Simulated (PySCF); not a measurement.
# [Eu(NH3)3]2+: how settings move a single point

Aim: repeat the single point on relaxed [Eu(NH3)3]2+ with altered settings, some of them bad on purpose. It is a constructed species; whether it can be made isn't addressed.

Method: BP86, Eu lcecp-0-SVP with ECP53, N def2-SVP, H def2-SVP; scalar-relativistic core potentials, no spin–orbit coupling; program: PySCF 2.14.0.

1 further run of the same task is left out (for a known fault of the program).

**1. Starting geometry**

13 atoms, charge 2, spin multiplicity 1.

Bond lengths: Eu1–N2 2.675 Å, Eu1–N6 2.673 Å, Eu1–N10 2.673 Å, N2–H3 1.038 Å, N2–H4 1.038 Å, N2–H5 1.038 Å, N6–H7 1.038 Å, N6–H8 1.038 Å, N6–H9 1.038 Å, N10–H11 1.038 Å, N10–H12 1.038 Å, N10–H13 1.038 Å. Angles: N2–Eu1–N6 120.0°, N2–Eu1–N10 120.0°, N6–Eu1–N10 120.0°, Eu1–N2–H3 115.2°, Eu1–N2–H4 115.3°, Eu1–N2–H5 115.2°, H3–N2–H4 103.1°, H3–N2–H5 103.1°, H4–N2–H5 103.2°, Eu1–N6–H7 115.3°, Eu1–N6–H8 115.2°, Eu1–N6–H9 115.3°, H7–N6–H8 103.1°, H7–N6–H9 103.2°, H8–N6–H9 103.1°, Eu1–N10–H11 115.3°, Eu1–N10–H12 115.2°, Eu1–N10–H13 115.2° and more.

As a file:

```xyz
13
charge 2, multiplicity 1
Eu   -0.0007   -0.0004   -0.0012
N     2.6739    0.0002    0.0023
H     3.1141   -0.2464    0.9094
H     3.1184   -0.6612   -0.6627
H     3.1164    0.9082   -0.2358
N    -1.3370    2.3150    0.0113
H    -1.0378    2.9954    0.7357
H    -1.2764    2.8644   -0.8672
H    -2.3595    2.2359    0.1697
N    -1.3368   -2.3154   -0.0136
H    -2.0312   -2.4301    0.7490
H    -1.8944   -2.4994   -0.8694
H    -0.7490   -3.1661    0.0726
```

Formal oxidation states: Eu +2. Each metal's 7 4f electrons lie in its core potential, so multiplicities, spins and levels count the valence alone. An earlier session relaxed this geometry at BP86, Eu lcecp-0-SVP with ECP53, N def2-SVP, H def2-SVP (singlet, point group C1).

The sound run used a (50, 194) grid (finer on f atoms), a threshold of 1e-8 and at most 55 cycles, and ended at -198.557457 Eh.

**2. Altered run 1**

File run.py (the lines that set the calculation):

```python
mol = gto.M(atom='''
Eu    -0.00072    -0.00039    -0.00118
N      2.67386     0.00016     0.00229
H      3.11407    -0.24639     0.90939
H      3.11842    -0.66118    -0.66273
H      3.11644     0.90816    -0.23584
N     -1.33702     2.31503     0.01129
H     -1.03780     2.99536     0.73568
H     -1.27642     2.86437    -0.86722
H     -2.35950     2.23585     0.16974
N     -1.33681    -2.31535    -0.01364
H     -2.03118    -2.43008     0.74905
H     -1.89437    -2.49943    -0.86941
H     -0.74897    -3.16610     0.07258''',
    basis={'Eu': 'lcecp-0-SVP', 'N': 'def2-SVP', 'H': 'def2-SVP'},
    ecp={'Eu': 'lcecp-0-SVP'},
    charge=2, spin=0)
mf = dft.RKS(mol, xc='B88,P86')
mf.grids.atom_grid = (30, 86)  # f atoms: unpruned
mf = mf.density_fit()  # fitting sets: Eu AutoAux, N def2-universal-JKFIT, H def2-universal-JKFIT
mf.conv_tol = 1e-08; mf.max_cycle = 55
mf.kernel(dm0)  # dm0: free metal ions and neutral atoms
```

The run is started by

```bash
$ OMP_NUM_THREADS=2 python run.py
```

What it wrote:

```text
init E= -198.081034485586
cycle= 1 E= -198.363388355687  delta_E= -0.282  |g|= 0.921  |ddm|= 2.96
cycle= 2 E= -198.039514966517  delta_E= 0.324  |g|=  1.5  |ddm|= 1.83
cycle= 3 E= -198.552592789798  delta_E= -0.513  |g|= 0.135  |ddm|=  1.3
cycle= 4 E= -198.557617842381  delta_E= -0.00503  |g|= 0.00788  |ddm|= 0.164
cycle= 5 E= -198.557631773639  delta_E= -1.39e-05  |g|= 0.0015  |ddm|= 0.00881
cycle= 6 E= -198.557632479112  delta_E= -7.05e-07  |g|= 0.000267  |ddm|= 0.00281
cycle= 7 E= -198.557632484456  delta_E= -5.34e-09  |g|= 0.000258  |ddm|= 0.000447
cycle= 8 E= -198.55763249903  delta_E= -1.46e-08  |g|= 6.2e-06  |ddm|= 0.000205
cycle= 9 E= -198.55763249904  delta_E= -9.95e-12  |g|= 9.78e-07  |ddm|= 6.91e-06
Extra cycle  E= -198.557632499041  delta_E= -1.71e-13  |g|= 9.4e-07  |ddm|= 2.1e-06
converged SCF energy = -198.557632499041
```

Wall time 4.9 s (2 threads of Arm Neoverse V1, shared host).

Changed: the integration grid, to (30, 86). It converges in 9 cycles, -0.005 eV from the sound run, with a largest force component of 0.06 eV/Å. The result survives the change.

**3. Altered run 2**

File run.py (the lines that set the calculation):

```python
mol = gto.M(atom='''
Eu    -0.00076    -0.00041    -0.00124
N      2.80755     0.00016     0.00241
H      3.26978    -0.25871     0.95486
H      3.27434    -0.69424    -0.69587
H      3.27226     0.95357    -0.24763
N     -1.40387     2.43078     0.01186
H     -1.08969     3.14512     0.77246
H     -1.34024     3.00759    -0.91058
H     -2.47748     2.34765     0.17823
N     -1.40365    -2.43112    -0.01433
H     -2.13274    -2.55158     0.78651
H     -1.98908    -2.62441    -0.91289
H     -0.78642    -3.32440     0.07621''',
    basis={'Eu': 'lcecp-0-SVP', 'N': 'def2-SVP', 'H': 'def2-SVP'},
    ecp={'Eu': 'lcecp-0-SVP'},
    charge=2, spin=0)
mf = dft.RKS(mol, xc='B88,P86')
mf.grids.atom_grid = (50, 194)  # f atoms: unpruned, at least (60, 302)
mf = mf.density_fit()  # fitting sets: Eu AutoAux, N def2-universal-JKFIT, H def2-universal-JKFIT
mf.conv_tol = 1e-08; mf.max_cycle = 55
mf.kernel(dm0)  # dm0: free metal ions and neutral atoms
```

The run is started by

```bash
$ OMP_NUM_THREADS=2 python run.py
```

What it wrote:

```text
init E= -197.862486596312
cycle= 1 E= -198.362075867361  delta_E= -0.5  |g|= 0.854  |ddm|= 2.85
cycle= 2 E= -198.015144203818  delta_E= 0.347  |g|= 1.49  |ddm|= 1.76
cycle= 3 E= -198.531443127986  delta_E= -0.516  |g|= 0.148  |ddm|= 1.28
cycle= 4 E= -198.537505649635  delta_E= -0.00606  |g|= 0.00707  |ddm|= 0.179
cycle= 5 E= -198.537517874642  delta_E= -1.22e-05  |g|= 0.0015  |ddm|= 0.0086
cycle= 6 E= -198.537518422505  delta_E= -5.48e-07  |g|= 0.000505  |ddm|= 0.00284
cycle= 7 E= -198.53751845475  delta_E= -3.22e-08  |g|= 0.000364  |ddm|= 0.000668
cycle= 8 E= -198.537518486447  delta_E= -3.17e-08  |g|= 5.18e-06  |ddm|= 0.000302
cycle= 9 E= -198.537518486453  delta_E= -6.54e-12  |g|= 6.94e-07  |ddm|= 6.43e-06
Extra cycle  E= -198.537518486454  delta_E= -3.41e-13  |g|= 9.31e-07  |ddm|= 1.48e-06
converged SCF energy = -198.537518486454
```

It took 6.4 s on 2 threads of Arm Neoverse V1, shared host.

Changed: the scale of all coordinates (1.05). It converges in 9 cycles, +0.543 eV from the sound run, with a largest force component of 1.74 eV/Å. The setting is unsound, so these numbers aren't the compound's.

**4. Altered run 3**

File run.py (the lines that set the calculation):

```python
mol = gto.M(atom='''
Eu    -0.00072    -0.00039    -0.00118
N      2.67386     0.00016     0.00229
H      3.11407    -0.24639     0.90939
H      3.11842    -0.66118    -0.66273
H      3.11644     0.90816    -0.23584
N     -1.33702     2.31503     0.01129
H     -1.03780     2.99536     0.73568
H     -1.27642     2.86437    -0.86722
H     -2.35950     2.23585     0.16974
N     -1.33681    -2.31535    -0.01364
H     -2.03118    -2.43008     0.74905
H     -1.89437    -2.49943    -0.86941
H     -0.74897    -3.16610     0.07258''',
    basis={'Eu': 'lcecp-0-SVP', 'N': 'def2-SVP', 'H': 'def2-SVP'},
    ecp={'Eu': 'lcecp-0-SVP'},
    charge=2, spin=0)
mf = dft.RKS(mol, xc='B88,P86')
mf.grids.atom_grid = (15, 26)  # f atoms: unpruned
mf = mf.density_fit()  # fitting sets: Eu AutoAux, N def2-universal-JKFIT, H def2-universal-JKFIT
mf.conv_tol = 1e-08; mf.max_cycle = 55
mf.kernel(dm0)  # dm0: free metal ions and neutral atoms
```

The run is started by

```bash
$ OMP_NUM_THREADS=2 python run.py
```

What it wrote:

```text
init E= -198.052613444698
cycle= 1 E= -198.335768749027  delta_E= -0.283  |g|= 0.93  |ddm|= 2.95
cycle= 2 E= -197.997944896632  delta_E= 0.338  |g|= 1.53  |ddm|= 1.85
cycle= 3 E= -198.528068126461  delta_E= -0.53  |g|= 0.135  |ddm|= 1.32
cycle= 4 E= -198.533050761501  delta_E= -0.00498  |g|= 0.00876  |ddm|= 0.164
cycle= 5 E= -198.533062236026  delta_E= -1.15e-05  |g|= 0.00534  |ddm|= 0.0109
cycle= 6 E= -198.533067731269  delta_E= -5.5e-06  |g|= 0.002  |ddm|= 0.00546
cycle= 7 E= -198.533068630653  delta_E= -8.99e-07  |g|= 0.000126  |ddm|= 0.00192
cycle= 8 E= -198.533068636016  delta_E= -5.36e-09  |g|= 1.94e-05  |ddm|= 0.000213
Extra cycle  E= -198.533068635988  delta_E= 2.79e-11  |g|= 2.32e-05  |ddm|= 4.23e-05
converged SCF energy = -198.533068635988
```

Run time: 4.1 s. Hardware: 2 threads of Arm Neoverse V1, shared host.

Changed: the integration grid, to (15, 26). It converges in 8 cycles, +0.664 eV from the sound run, with a largest force component of 2.21 eV/Å. The setting is unsound, so these numbers aren't the compound's.

**5. Altered run 4**

Edit run.py (the lines that set the calculation) of step 4 so:

```diff
@@ -18,5 +18,5 @@
 mf = dft.RKS(mol, xc='B88,P86')
-mf.grids.atom_grid = (15, 26)  # f atoms: unpruned
+mf.grids.atom_grid = (50, 194)  # f atoms: unpruned, at least (60, 302)
 mf = mf.density_fit()  # fitting sets: Eu AutoAux, N def2-universal-JKFIT, H def2-universal-JKFIT
 mf.conv_tol = 1e-08; mf.max_cycle = 55
-mf.kernel(dm0)  # dm0: free metal ions and neutral atoms
+mf.kernel(dm0)  # dm0: smeared density
```

The run is started by

```bash
$ OMP_NUM_THREADS=2 python run.py
```

What it wrote:

```text
init E= -198.530894885799
cycle= 1 E= -198.55720869597  delta_E= -0.0263  |g|= 0.0296  |ddm|= 0.0722
cycle= 2 E= -198.556787737449  delta_E= 0.000421  |g|= 0.0546  |ddm|= 0.0839
cycle= 3 E= -198.557455348706  delta_E= -0.000668  |g|= 0.00203  |ddm|= 0.0436
cycle= 4 E= -198.557457317384  delta_E= -1.97e-06  |g|= 0.000339  |ddm|= 0.00525
cycle= 5 E= -198.557457399454  delta_E= -8.21e-08  |g|= 5.01e-05  |ddm|= 0.000387
cycle= 6 E= -198.557457399935  delta_E= -4.81e-10  |g|= 1.35e-05  |ddm|= 4.36e-05
Extra cycle  E= -198.557457399843  delta_E= 9.19e-11  |g|= 2.46e-05  |ddm|= 2.94e-05
converged SCF energy = -198.557457399843
```

Wall time 5.7 s (2 threads of Arm Neoverse V1, shared host).

Changed: the starting guess (smeared density). It converges in 6 cycles, at the sound run's energy within 0.001 eV, with a largest force component of 0.01 eV/Å. The result survives the change.

**6. Altered run 5**

Edit run.py (the lines that set the calculation) of step 5 so:

```diff
@@ -20,3 +20,3 @@
 mf = mf.density_fit()  # fitting sets: Eu AutoAux, N def2-universal-JKFIT, H def2-universal-JKFIT
-mf.conv_tol = 1e-08; mf.max_cycle = 55
-mf.kernel(dm0)  # dm0: smeared density
+mf.conv_tol = 1e-05; mf.max_cycle = 55
+mf.kernel(dm0)  # dm0: free metal ions and neutral atoms
```

The run is started by

```bash
$ OMP_NUM_THREADS=2 python run.py
```

What it wrote:

```text
init E= -198.080995068354
cycle= 1 E= -198.363168805441  delta_E= -0.282  |g|= 0.921  |ddm|= 2.96
cycle= 2 E= -198.039259257249  delta_E= 0.324  |g|=  1.5  |ddm|= 1.83
cycle= 3 E= -198.552416124738  delta_E= -0.513  |g|= 0.135  |ddm|=  1.3
cycle= 4 E= -198.55744278571  delta_E= -0.00503  |g|= 0.00788  |ddm|= 0.164
cycle= 5 E= -198.557456689758  delta_E= -1.39e-05  |g|= 0.00151  |ddm|= 0.00878
cycle= 6 E= -198.557457365258  delta_E= -6.75e-07  |g|= 0.000374  |ddm|= 0.00282
Extra cycle  E= -198.557457314237  delta_E= 5.1e-08  |g|= 0.000641  |ddm|= 0.000846
converged SCF energy = -198.557457314237
```

It took 5.6 s on 2 threads of Arm Neoverse V1, shared host.

Changed: the SCF threshold (1e-05). It converges in 6 cycles, at the sound run's energy within 0.001 eV, with a largest force component of 0.01 eV/Å. The result survives the change.

**7. Altered run 6**

Edit run.py (the lines that set the calculation) of step 6 so:

```diff
@@ -16,7 +16,7 @@
     ecp={'Eu': 'lcecp-0-SVP'},
-    charge=2, spin=0)
-mf = dft.RKS(mol, xc='B88,P86')
+    charge=2, spin=8)
+mf = dft.UKS(mol, xc='B88,P86')
 mf.grids.atom_grid = (50, 194)  # f atoms: unpruned, at least (60, 302)
 mf = mf.density_fit()  # fitting sets: Eu AutoAux, N def2-universal-JKFIT, H def2-universal-JKFIT
-mf.conv_tol = 1e-05; mf.max_cycle = 55
+mf.conv_tol = 1e-08; mf.max_cycle = 94
 mf.kernel(dm0)  # dm0: free metal ions and neutral atoms
```

The run is started by

```bash
$ OMP_NUM_THREADS=2 python run.py
```

What it wrote:

```text
init E= -198.353980687394
cycle= 1 E= -196.453938507275  delta_E=  1.9  |g|= 0.701  |ddm|= 3.41
cycle= 2 E= -192.440258309833  delta_E= 4.01  |g|= 1.79  |ddm|= 5.88
cycle= 3 E= -196.464286785556  delta_E= -4.02  |g|= 0.719  |ddm|= 4.83
cycle= 4 E= -193.826372013044  delta_E= 2.64  |g|= 1.52  |ddm|= 5.62
cycle= 5 E= -196.835357943242  delta_E= -3.01  |g|= 0.483  |ddm|= 3.62
cycle= 6 E= -196.784998059011  delta_E= 0.0504  |g|= 0.535  |ddm|=  2.7
cycle= 7 E= -196.924212732141  delta_E= -0.139  |g|= 0.406  |ddm|= 2.57
cycle= 8 E= -196.946545531014  delta_E= -0.0223  |g|= 0.397  |ddm|= 2.13
cycle= 9 E= -196.946714527905  delta_E= -0.000169  |g|= 0.412  |ddm|= 1.06
cycle= 10 E= -196.951750914845  delta_E= -0.00504  |g|= 0.39  |ddm|= 0.393
cycle= 11 E= -196.998808319654  delta_E= -0.0471  |g|= 0.355  |ddm|= 0.604
cycle= 12 E= -197.03430835984  delta_E= -0.0355  |g|= 0.32  |ddm|= 0.455
cycle= 13 E= -197.045443249575  delta_E= -0.0111  |g|= 0.302  |ddm|= 0.206
cycle= 14 E= -197.051956921275  delta_E= -0.00651  |g|=  0.3  |ddm|= 0.531
cycle= 15 E= -196.98521596619  delta_E= 0.0667  |g|= 0.366  |ddm|= 0.829
cycle= 16 E= -197.018105622473  delta_E= -0.0329  |g|= 0.343  |ddm|= 0.345
cycle= 17 E= -197.106380989577  delta_E= -0.0883  |g|= 0.239  |ddm|= 0.654
cycle= 18 E= -197.018229913222  delta_E= 0.0882  |g|= 0.334  |ddm|= 0.787
cycle= 19 E= -197.025426129061  delta_E= -0.0072  |g|= 0.326  |ddm|= 0.224
cycle= 20 E= -197.01217179926  delta_E= 0.0133  |g|= 0.36  |ddm|= 0.745
cycle= 21 E= -196.965275584909  delta_E= 0.0469  |g|= 0.384  |ddm|= 0.179
...
cycle= 74 E= -197.134727791063  delta_E= -0.0764  |g|= 0.205  |ddm|= 0.298
cycle= 75 E= -196.813817340619  delta_E= 0.321  |g|= 0.504  |ddm|= 1.41
cycle= 76 E= -196.969682051829  delta_E= -0.156  |g|= 0.375  |ddm|= 1.01
cycle= 77 E= -196.987558798651  delta_E= -0.0179  |g|= 0.358  |ddm|= 0.19
cycle= 78 E= -197.042424328981  delta_E= -0.0549  |g|= 0.314  |ddm|= 0.816
cycle= 79 E= -197.000496628029  delta_E= 0.0419  |g|= 0.347  |ddm|= 0.762
cycle= 80 E= -196.998699894457  delta_E= 0.0018  |g|= 0.346  |ddm|= 0.0995
cycle= 81 E= -197.004678720684  delta_E= -0.00598  |g|= 0.343  |ddm|= 0.127
cycle= 82 E= -197.040605478504  delta_E= -0.0359  |g|= 0.312  |ddm|= 0.812
cycle= 83 E= -197.061652416864  delta_E= -0.021  |g|= 0.297  |ddm|= 0.722
cycle= 84 E= -197.025902211162  delta_E= 0.0358  |g|= 0.323  |ddm|= 0.755
cycle= 85 E= -197.066241125606  delta_E= -0.0403  |g|= 0.294  |ddm|= 0.757
cycle= 86 E= -197.068249218249  delta_E= -0.00201  |g|= 0.292  |ddm|= 0.0167
cycle= 87 E= -197.047805983696  delta_E= 0.0204  |g|= 0.303  |ddm|= 0.695
cycle= 88 E= -197.050421554428  delta_E= -0.00262  |g|= 0.301  |ddm|= 0.73
cycle= 89 E= -197.057462627651  delta_E= -0.00704  |g|= 0.297  |ddm|= 0.709
cycle= 90 E= -197.047800739898  delta_E= 0.00966  |g|= 0.301  |ddm|= 0.203
cycle= 91 E= -197.05122600531  delta_E= -0.00343  |g|= 0.297  |ddm|= 0.104
cycle= 92 E= -197.04282740533  delta_E= 0.0084  |g|= 0.306  |ddm|= 0.182
cycle= 93 E= -197.040474202086  delta_E= 0.00235  |g|= 0.308  |ddm|= 0.0515
cycle= 94 E= -197.041820069915  delta_E= -0.00135  |g|= 0.307  |ddm|= 0.0392
SCF not converged.
```

Run time: 47 s. Hardware: 2 threads of Arm Neoverse V1, shared host.

Changed: the spin (8 unpaired electrons); the cycle limit is 94. The SCF doesn't converge.

**8. Side by side**

| run | changed | ending | energy change (eV) | cycles | time | usable |
| --- | --- | --- | --- | --- | --- | --- |
| 1 | the integration grid | converged | -0.005 | 9 | 4.9 s | yes |
| 2 | the scale of all coordinates | converged | +0.543 | 9 | 6.4 s | no |
| 3 | the integration grid | converged | +0.664 | 8 | 4.1 s | no |
| 4 | the starting guess | converged | 0.000 | 6 | 5.7 s | yes |
| 5 | the SCF threshold | converged | 0.000 | 6 | 5.6 s | yes |
| 6 | the spin | not converged | – | 94 | 47 s | no |

3 of 6 altered runs give a usable result. 2 ended normally with numbers unfit to quote.
